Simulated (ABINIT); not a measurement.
MnS:

```
Mn S
1.0
     0.00000    2.60450    2.60450
     2.60450    0.00000    2.60450
     2.60450    2.60450    0.00000
Mn S
1 1
Direct
  0.00000 0.00000 0.00000
  0.50000 0.50000 0.50000
```

Program: ABINIT 10.8.3 (patched build). Alike in all runs: spin collinear, ferromagnetic start; cell as given; smearing fermi-dirac 0.05 eV.

Problem. Order these runs on this cell by their pressure, lowest first.
A. level PBEsol; potentials or basis PseudoDojo NC SR PBEsol v0.4.1 standard; k mesh 6 × 6 × 6, with 4 shifts; cutoff (eV) 1143; bands in the sums 18; broadening (eV) 0.15; scissor shift (eV) 0; tensor components [11]
B. level PBE; potentials or basis PseudoDojo NC SR PBE v0.5 stringent; k mesh 6 × 6 × 6, with 4 shifts; cutoff (eV) 1660; bands in the sums 16; broadening (eV) 0.1; scissor shift (eV) 0; tensor components [11]
C. level LDA; potentials or basis PseudoDojo NC SR LDA v0.4.1 standard; k mesh 7 × 7 × 7; cutoff (eV) 1252

Solution. C (-11.4 GPa), A (-7.5 GPa), B (-2.8 GPa).

Caveats: a cell with one magnetic atom can't hold antiferromagnetic order, which such compounds often take; Libxc's GGAs can fail where the two spin gradients oppose each other (some runs).

Not every run made on this cell is shown here.
